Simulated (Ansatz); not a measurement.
# Ytterbium, diamond under r²SCAN: from relaxation to bulk modulus

What does r²SCAN give for ytterbium in the diamond structure? We relax it, solve it on a dense k-mesh, switch on spin-orbit coupling, then scale the cell to 7 volumes from 88 to 112 % of the relaxed one and try a fit of the equation of state. The k-meshes are 7×7×7 for the relaxation; 11×11×11 for the dense run; 7×7×7 for spin-orbit coupling; 7×7×7 for the volumes.

Method: DFT r2SCAN, plane waves (500 eV) with PAW, scalar-relativistic; PBE-made PAW files, in Ansatz 0.2.0.

### 1 The system as given

Symmetry: Fd-3m, No. 227, cubic system. The conventional cell has a = 7.639 Å, b = 7.639 Å, c = 7.639 Å, α = 90.00°, β = 90.00°, γ = 90.00°. Around Yb (site symmetry -43m) lie 4 Yb at 3.31 Å.

Coordinates:

```
Yb
1.0
     0.00000    3.81970    3.81970
     3.81970    0.00000    3.81970
     3.81970    3.81970    0.00000
Yb
2
Direct
  0.12500 0.12500 0.12500
  0.87500 0.87500 0.87500
```

### 2 Relaxing cell and atoms

The input, input.yaml:

```yaml
crystal:
  lattice:
    - [0.0, 3.8197026988, 3.8197026988]
    - [3.8197026988, 0.0, 3.8197026988]
    - [3.8197026988, 3.8197026988, 0.0]
  atoms:
    - { symbol: Yb, position: [0.125, 0.125, 0.125] }
    - { symbol: Yb, position: [0.875, 0.875, 0.875] }
hamiltonian:
  xc: r2scan
  pseudopotentials:
    kind: paw
    azcp:
      Yb: "pseudopotentials/Yb.paw.azcp"
basis:
  ecutwfc: 500
  fft_grid_basis: typed
kpoints:
  mp_grid: { grid: [7, 7, 7], shift: [0, 0, 0] }
magnetization:
  spin_polarized: false
scf:
  occupations: { method: fermi_dirac, width: 0.1 }
relax:
  max_steps: 60
  f_tol: 0.01
  cell: {}
```

On the command line:

```console
$ ansatz run input.yaml --threads 1 --pin off --max-ram 3584MiB --backend cpu --events-out ev --progress --plain --runs-dir out
```

Further steps of the session: Dense single point; Spin-orbit coupling switched on; Volume × 0.88; Volume × 0.92; Volume × 0.96; Volume × 1.0; Volume × 1.04; Volume × 1.08; Volume × 1.12.

What does the calculation give? Wanted: space group; conventional cell; volume; shortest distance; gap on the mesh; relative to fcc; V₀, B₀, B₀′.

As calculated:

| quantity | value |
| --- | --- |
| space group (spins left aside) | Fd-3m (No. 227) |
| conventional cell | a = 8.609 Å |
| volume | 79.768 Å³/atom |
| shortest distance | 3.728 Å |
| gap on the mesh | none (levels filled in part) |
| relative to fcc | +1323 meV/atom |
| V₀, B₀, B₀′ | 80.289 Å³/atom, 3.9 GPa, 2.2 |

**Reading.** The relaxation enlarged the cell by 43.1 % in volume. Against the reference form of ytterbium (fcc, computed apart with the same settings) it stands 1323 meV/atom higher, so it is far from stable. No gap shows: it is a metal or semimetal at this level. Totals with and without spin-orbit coupling (+24.0 eV/atom apart) can't be read as binding, since the two-component data shift the zero of energy. The fitted modulus is 3.9 GPa, a soft solid. Relaxation kept the symmetry; phonons were not checked.
